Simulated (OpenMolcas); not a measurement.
# B2Cl4 (SMILES ClB(Cl)B(Cl)Cl) at HF/6-31G(d,p) (spherical functions)

What is the vertical electron affinity of B2Cl4 at HF/6-31G** (spherical functions)? 

The calculation is run with OpenMolcas 26.06.

## (1) Starting point

B2Cl4: 6 atoms, total charge 0, spin state singlet. As SMILES, `ClB(Cl)B(Cl)Cl`. The coordinates come from a GFN2-xTB relaxation.

Bond lengths: Cl1–B2 1.719 Å, B2–Cl3 1.720 Å, B2–B4 1.709 Å, B4–Cl5 1.720 Å, B4–Cl6 1.719 Å. Angles: Cl1–B2–Cl3 116.7°, Cl1–B2–B4 121.7°, Cl3–B2–B4 121.6°, B2–B4–Cl5 121.6°, B2–B4–Cl6 121.7°, Cl5–B4–Cl6 116.7°.

## (2) A single-point energy at HF/6-31G(d,p) (spherical functions)

mol.xyz reads:

```xyz
6

Cl    -1.776690    -1.364450     0.460390
B     -0.197210    -0.685080     0.470950
Cl     0.973250    -1.465630     1.460180
B      0.194260     0.690230    -0.464470
Cl     1.778970     1.358440    -0.466490
Cl    -0.972580     1.466490    -1.460560
```

job.inp reads:

```
&gateway
 baslib=$CurrDir
 coord=mol.xyz
 basis=6-31Gss
 group=NoSym

&seward

&scf
 prorbitals=0
```

The basis set 6-31G** is read from a file made from the Basis Set Exchange's data (not shown).

Started as:

```console
$ export MOLCAS_MEM=1860
$ pymolcas job.inp > job.log
```

Log:

```text
--- Start Module: gateway ---
[...]
--- Stop Module: gateway /rc=_RC_ALL_IS_WELL_ ---
--- Start Module: seward ---
[...]
      Basis functions          100
--- Stop Module: seward /rc=_RC_ALL_IS_WELL_ ---
[...]
--- Start Module: scf ---
[...]
       Convergence after  11 Iterations
[...]
::    Total SCF energy                              -1887.4437875202
[...]
      Total spin, S                                     0.0000000000
[...]
      Total electronic charge=   78.000000
      Total            charge=   -0.000000
[...]
      Dipole Moment (debye):
      Origin of the operator (angstrom)=    0.0004   -0.0008   -0.0010
                   X= -9.6479E-03               Y=  1.1153E-02               Z=  1.2814E-02           Total=  1.9536E-02
      Quadrupole Moment (debye*angstrom):
[...]
--- Stop Module: scf /rc=_RC_ALL_IS_WELL_ ---
[...]
```

Run time: 7.8 s. Hardware: 1 thread of Arm Neoverse V2, shared host; peak memory 0.56 GiB.

## (3) The doublet anion at the same level

mol.xyz is that of step 2.

job.inp reads:

```
* B2Cl4 Hartree-Fock

&GATEWAY
  BasLib = $CurrDir
  Coord = mol.xyz
  Basis = 6-31Gss
  Group = NoSym

&SEWARD

&SCF
  UHF
  Charge = -1
  Spin = 2
  PrOrbitals = 0
```

The basis set 6-31G** is read from a file made from the Basis Set Exchange's data (not shown).

Started as:

```console
$ export MOLCAS_MEM=1860
$ pymolcas job.inp > job.log
```

Log:

```text
--- Start Module: gateway ---
[...]
--- Stop Module: gateway /rc=_RC_ALL_IS_WELL_ ---
--- Start Module: seward ---
[...]
      Basis functions          100
--- Stop Module: seward /rc=_RC_ALL_IS_WELL_ ---
[...]
--- Start Module: scf ---
[...]
       Convergence after  14 Iterations
[...]
::    Total SCF energy                              -1887.4702327022
[...]
      Total spin, S                                     0.5028499846
[...]
      Total electronic charge=   79.000000
      Total            charge=   -1.000000
[...]
      Dipole Moment (debye):
      Origin of the operator (angstrom)=    0.0004   -0.0008   -0.0010
                   X= -4.4973E-03               Y=  2.0573E-03               Z=  1.1184E-03           Total=  5.0704E-03
      Center of Charge (angstrom)
[...]
--- Stop Module: scf /rc=_RC_ALL_IS_WELL_ ---
[...]
```

It took 9.6 s on 1 thread of Arm Neoverse V2, shared host; peak memory 0.56 GiB.

## (4) Outcome

At HF/6-31G** (spherical functions):

| quantity | value |
| --- | --- |
| singlet B2Cl4: total energy | -1887.44379 Eh |
| singlet B2Cl4: dipole moment | 0.02 D |
| singlet B2Cl4: HOMO energy | -12.04 eV |
| singlet B2Cl4: LUMO energy | 0.22 eV |
| singlet B2Cl4: HOMO–LUMO gap | 12.26 eV |
| doublet anion: total energy | -1887.47023 Eh |
| doublet anion: HOMO energy (highest over α and β) | -1.64 eV |
| doublet anion: LUMO energy (lowest over α and β) | 7.28 eV |
| doublet anion: ⟨S²⟩ | 0.756 |
| vertical electron affinity (to the doublet anion) | 0.720 eV |

What this shows: At fixed nuclei the extra electron is bound by 0.72 eV (69.4 kJ/mol). The basis has no diffuse functions, so the error can be as large as this value. Mulliken charges (singlet B2Cl4) run from -0.10 on Cl3 to +0.20 on B2; they depend strongly on the basis. Mulliken charges (doublet anion) run from -0.29 on Cl3 to +0.09 on B2; they depend strongly on the basis.
